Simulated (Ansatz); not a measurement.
Task: harmonic frequencies at the relaxed geometry of BFH4OSi, SMILES FBO[SiH3], with the Ansatz DFT code, driven from Python. Give the script and its output. Settings (for the species named): PBE, cc-pVDZ basis, multiplicity 1, D3BJ dispersion.

```xyz
8

F    -0.7425   -2.1224    0.9059
B    -0.6297   -0.6620    1.1162
O    -1.0768    0.2986    0.0791
Si    0.4313    0.6048   -0.8632
H    -0.2272   -0.2788    2.1433
H     0.0226    1.5716   -1.9216
H     1.4545    1.1685   -0.0226
H     0.8599   -0.6375   -1.4929
```

Script `freq_bfh4osi.py`:
```python
# -*- coding: utf-8 -*-
import itertools

import ansatz
from ase.data import atomic_numbers, covalent_radii
import numpy as np

system = (
    ansatz.Crystal.molecule()
    .atom("F", (-0.7425, -2.1224, 0.9059))
    .atom("B", (-0.6297, -0.662, 1.1162))
    .atom("O", (-1.0768, 0.2986, 0.0791))
    .atom("Si", (0.4313, 0.6048, -0.8632))
    .atom("H", (-0.2272, -0.2788, 2.1433))
    .atom("H", (0.0226, 1.5716, -1.9216))
    .atom("H", (1.4545, 1.1685, -0.0226))
    .atom("H", (0.8599, -0.6375, -1.4929))
)

model = (
    system.calculation()
    .basis(gaussian="cc-pVDZ")
    .functional("pbe", dispersion="d3bj")
)
symbols = [site.symbol for site in system.cartesian_sites]
start = np.array([site.position_ang for site in system.cartesian_sites], dtype=float)
data = model.relax(force_tolerance=0.003).run(threads=1, backend="cpu").report
end = np.array(data["positions_ang"])

radius = [covalent_radii[atomic_numbers[s]] for s in symbols]
span = lambda where, i, j: np.linalg.norm(where[i] - where[j])
bonded = [(i, j) for i, j in itertools.combinations(range(len(symbols)), 2) if min(span(start, i, j), span(end, i, j)) < 1.2 * (radius[i] + radius[j])]
print("pair        before    after (A)")
for i, j in bonded:
    print(f"{symbols[i]}{i}-{symbols[j]}{j}".ljust(10), f"{span(start, i, j):8.4f} {span(end, i, j):8.4f}")

minimum = ansatz.Crystal.molecule()
for symbol, place in zip(symbols, end):
    minimum = minimum.atom(symbol, place.tolist())
vibrating = (
    minimum.calculation()
    .basis(gaussian="cc-pVDZ")
    .functional("pbe", dispersion="d3bj")
    .phonons(temperatures=(298.15, 498.15, 100))
)
vib = vibrating.run(threads=1, backend="cpu").report["vibrations"]
sums = vib["harmonic_sums"]
modes = [m["omega_inv_cm"] for m in sums["modes_at_gamma"] if m["rigid_motion"] == "no"]
print("frequencies (1/cm):", " ".join(f"{w:.0f}" for w in modes))
print("imaginary modes:", sum(w < 0 for w in modes), " zero-point energy:", round(sums["zero_point_energy_ev"], 4), "eV")
print("T (K)   F_vib (eV)   S_vib (meV/K)   C_vib (meV/K)")
for row in zip(sums["temperatures_k"], sums["vibrational_free_energy_ev"], vib["entropy_ev_per_k"], vib["heat_capacity_ev_per_k"]):
    print(f"{row[0]:6.1f} {row[1]:11.4f} {1000 * row[2]:13.4f} {1000 * row[3]:15.4f}")
```

```console
$ python freq_bfh4osi.py
pair        before    after (A)
F0-B1        1.4798   1.3476
B1-O2        1.4826   1.3590
B1-H4        1.1678   1.2160
O2-Si3       1.8045   1.7213
Si3-H5       1.4906   1.5033
Si3-H6       1.4392   1.5070
Si3-H7       1.4572   1.5033
frequencies (1/cm): 68 119 163 420 673 690 790 892 903 905 920 1057 1161 1390 2157 2180 2185 2574
imaginary modes: 0  zero-point energy: 1.1932 eV
T (K)   F_vib (eV)   S_vib (meV/K)   C_vib (meV/K)
 298.1      1.1159        0.5332          0.5320
 398.1      1.0537        0.7112          0.7027
 498.1      0.9738        0.8843          0.8420
```

The frequencies are harmonic and unscaled, in a modest basis. The result belongs to the one conformer reached from this start, and soft torsions count as harmonic oscillators. Hardware and time: 110 s on 1 thread of Arm Neoverse V1, on a shared host, peak memory 0.22 GiB.

(A comment or docstring line of the script was reworded after the run, the code is as it ran; lines on the test bed's own set-up are left out of the output.)
